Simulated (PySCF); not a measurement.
**Sc⁺, Sc²⁺: ionisation energy in aug-cc-pVDZ-DK**

Wanted: the ionisation energy of scandium, up a ladder of methods.

The numbers are computed with PySCF 2.14.0 (unrestricted determinants in a Gaussian basis, no spin-orbit coupling in the energies), except any that are marked as measured or tabulated.

### 1 What is computed

| Quantity | Value |
| --- | --- |
| Element | scandium (Z = 21) |
| Basis | aug-cc-pVDZ-DK (7s6p4d2f, 59 functions) |
| Hamiltonian | scalar relativity by spin-free X2C-1e |
| State 1 | Sc⁺: [Ar] 3d1 4s1, high-spin 3D determinant |
| State 2 | Sc²⁺: [Ar] 3d1, 2D determinant |
| Methods | UHF, LDA, M06-2X, MP2 |
| Core shells frozen in the correlated runs | valence: [Ar] (for Sc⁺) |

Outer shells as boxes (Hund's rule):

Sc+ [Ar] 3d1 4s1
```
[Ar] core
3d [↑ ][  ][  ][  ][  ]
4s [↑ ]
```

Sc2+ [Ar] 3d1
```
[Ar] core
3d [↑ ][  ][  ][  ][  ]
```

The runs were made by one driver on top of PySCF. The scripts below sum up each run's settings (the driver also hands on starting orbitals that pick excited configurations, and frozen orbitals as a list rather than a count), and the logs come from the driver's own runs. The driver starts from symmetry-adapted Hartree-Fock orbitals, holds the occupation by maximum overlap and uses a logarithmic radial grid for functionals, so a plain start would take other cycles.

It was started by

```sh
$ OMP_NUM_THREADS=1 python atomrun2.py TASK.json OUT
```

The integrals over 59 functions and the set-up took 0.86 s of CPU time.

### 2 Sc⁺: the ladder of methods

**UHF**

The input, input.py:

```python
from pyscf import gto, scf, dft, mp, cc
import basis_set_exchange as bse
mol = gto.M(atom="Sc 0 0 0", charge=1, spin=2, symmetry="D2h",
            basis=gto.basis.parse(bse.get_basis("aug-cc-pVDZ-DK", elements=["Sc"], fmt="nwchem", header=False)),
            nucmod="G")
mf = scf.UHF(mol).sfx2c1e()
mf.irrep_nelec = {'Ag': (4, 3), 'B1g': (1, 0), 'B1u': (2, 2), 'B2u': (2, 2), 'B3u': (2, 2)}
mf.kernel()
```

**LDA**

input.py differs from the last one in:

```diff
@@ -5,3 +5,3 @@
             nucmod="G")
-mf = scf.UHF(mol).sfx2c1e()
+mf = dft.UKS(mol, xc="LDA,VWN").sfx2c1e()
 mf.irrep_nelec = {'Ag': (4, 3), 'B1g': (1, 0), 'B1u': (2, 2), 'B2u': (2, 2), 'B3u': (2, 2)}
```

**M06-2X**

input.py differs from the last one in:

```diff
@@ -5,3 +5,3 @@
             nucmod="G")
-mf = dft.UKS(mol, xc="LDA,VWN").sfx2c1e()
+mf = dft.UKS(mol, xc="M062X").sfx2c1e()
 mf.irrep_nelec = {'Ag': (4, 3), 'B1g': (1, 0), 'B1u': (2, 2), 'B2u': (2, 2), 'B3u': (2, 2)}
```

**MP2 (valence)**

input.py differs from the last one in:

```diff
@@ -5,4 +5,5 @@
             nucmod="G")
-mf = dft.UKS(mol, xc="M062X").sfx2c1e()
+mf = scf.UHF(mol).sfx2c1e()
 mf.irrep_nelec = {'Ag': (4, 3), 'B1g': (1, 0), 'B1u': (2, 2), 'B2u': (2, 2), 'B3u': (2, 2)}
 mf.kernel()
+mp.UMP2(mf, frozen=9).kernel()
```

### 3 Sc²⁺: the ladder of methods

**UHF**

The input, input.py:

```python
from pyscf import gto, scf, dft, mp, cc
import basis_set_exchange as bse
mol = gto.M(atom="Sc 0 0 0", charge=2, spin=1, symmetry="D2h",
            basis=gto.basis.parse(bse.get_basis("aug-cc-pVDZ-DK", elements=["Sc"], fmt="nwchem", header=False)),
            nucmod="G")
mf = scf.UHF(mol).sfx2c1e()
mf.irrep_nelec = {'Ag': (3, 3), 'B1g': (1, 0), 'B1u': (2, 2), 'B2u': (2, 2), 'B3u': (2, 2)}
mf.kernel()
```

**LDA**

input.py differs from the last one in:

```diff
@@ -5,3 +5,3 @@
             nucmod="G")
-mf = scf.UHF(mol).sfx2c1e()
+mf = dft.UKS(mol, xc="LDA,VWN").sfx2c1e()
 mf.irrep_nelec = {'Ag': (3, 3), 'B1g': (1, 0), 'B1u': (2, 2), 'B2u': (2, 2), 'B3u': (2, 2)}
```

**M06-2X**

input.py differs from the last one in:

```diff
@@ -5,3 +5,3 @@
             nucmod="G")
-mf = dft.UKS(mol, xc="LDA,VWN").sfx2c1e()
+mf = dft.UKS(mol, xc="M062X").sfx2c1e()
 mf.irrep_nelec = {'Ag': (3, 3), 'B1g': (1, 0), 'B1u': (2, 2), 'B2u': (2, 2), 'B3u': (2, 2)}
```

What does the calculation give?

**Answer**, as computed:

| quantity | value |
| --- | --- |
| ionisation energy, Sc⁺ | UHF 12.232, MP2 (valence) 12.300 eV; reference 12.800 |

**Reading.** The methods span 1.052 eV, from UHF (12.232) to LDA (13.284). The reference is uncertain or not like for like (spin-orbit coupling or other relativistic terms), so no ranking of close methods is drawn. The basis is finite, and no extrapolation was made.
